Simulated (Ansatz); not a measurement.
**Al: a tetragonal deformation path**

An exercise on one series of results from a longer session: the logs are not shown, and one member is left open.

Method: DFT r2SCAN, scalar-relativistic, plane waves, PAW, in Ansatz 0.2.0.

### The starting structure

It takes space group Fm-3m (No. 225, cubic). Conventional cell: a = 4.048 Å, b = 4.048 Å, c = 4.048 Å, α = 90.00°, β = 90.00°, γ = 90.00°. Al (site symmetry m-3m) is surrounded by 12 Al at 2.86 Å.

As a file:

```cif
data_structure
_symmetry_space_group_name_H-M 'Fm-3m'
_symmetry_Int_Tables_number 225
_cell_length_a 4.0480
_cell_length_b 4.0480
_cell_length_c 4.0480
_cell_angle_alpha 90.000
_cell_angle_beta 90.000
_cell_angle_gamma 90.000
_cell_volume 66.33
loop_
_atom_site_label
_atom_site_type_symbol
_atom_site_symmetry_multiplicity
_atom_site_Wyckoff_symbol
_atom_site_fract_x
_atom_site_fract_y
_atom_site_fract_z
_atom_site_occupancy
Al1 Al 4 a 0.00000 0.00000 0.00000 1
```

No relaxation comes first: the listed cell is the starting point.

### Zero of energy

The reference gives a free energy of -540.4066 eV, pressure -3.42 GPa, largest force 0.000 eV/Å and gap on the mesh none (metal). It was computed beforehand with the settings of the runs below.

The first run:

At fixed volume and fractional coordinates, lengths along (0.000, 0.000, 1.000) are scaled against those across it; ρ is that ratio over its starting value.

Input file input.yaml:

```yaml
crystal:
  lattice:
    - [0.0, 2.271955106, 1.6062722599]
    - [2.271955106, 0.0, 1.6062722599]
    - [2.271955106, 2.271955106, 0.0]
  atoms:
    - { symbol: Al, position: [0.0, 0.0, 0.0] }
basis:
  ecutwfc: 500
kpoints:
  mp_grid: { grid: [22, 22, 22] }
hamiltonian:
  xc: r2scan
scf:
  occupations: { method: gaussian, width: 0.15 }
output:
  forces: true
  stress: true
  eigenvalues: true
```

Launch:

```sh
$ ansatz run input.yaml --threads 1 --pin off --max-ram 2560MiB --backend cpu --events-out ev --progress --plain --runs-dir out
```

Among the steps run: Point ρ = 0.707; At ρ = 1.414; ρ = 0.850; Point ρ = 1.200; ρ = 0.780; ρ = 1.300; At ρ = 0.920; ρ = 1.100; ρ = 0.650; ρ = 1.500; Point ρ = 0.960; Point ρ = 1.050.

One table of the session follows, with a row left open; its other results are not shown here.

| ρ | ΔE (meV/atom) | pressure (GPa) |
| --- | --- | --- |
| 0.650 | 101.7 | -1.8 |
| 0.707 | 108.3 | -1.8 |
| 0.780 | 94.4 | -2.0 |
| 0.850 | 52.7 | -2.3 |
| 0.920 | 16.4 | -3.0 |
| 0.960 | ? | ? |
| 1.000 | 0.0 | -3.4 |
| 1.050 | 6.4 | -3.2 |
| 1.100 | 21.6 | -2.7 |
| 1.200 | 84.4 | -0.6 |
| 1.300 | 183.9 | 2.4 |
| 1.414 | 339.4 | 6.5 |
| 1.500 | 479.5 | 10.1 |

Estimate the missing values for ρ = 0.960.

Worked estimate for «ΔE (meV/atom)». A straight line through the neighbours (0.920, 16.4) and (1.000, 0.0) gives 16.4 + (0.0 − 16.4) × (0.960 − 0.920) / (1.000 − 0.920) = 8.2; a parabola fitted to 4 rows on both sides gives 4.6.

**Answer.** ΔE (meV/atom): 4.2; pressure (GPa): -3.3. In «ΔE (meV/atom)» the line misses by +4.0 and the parabola by +0.4.
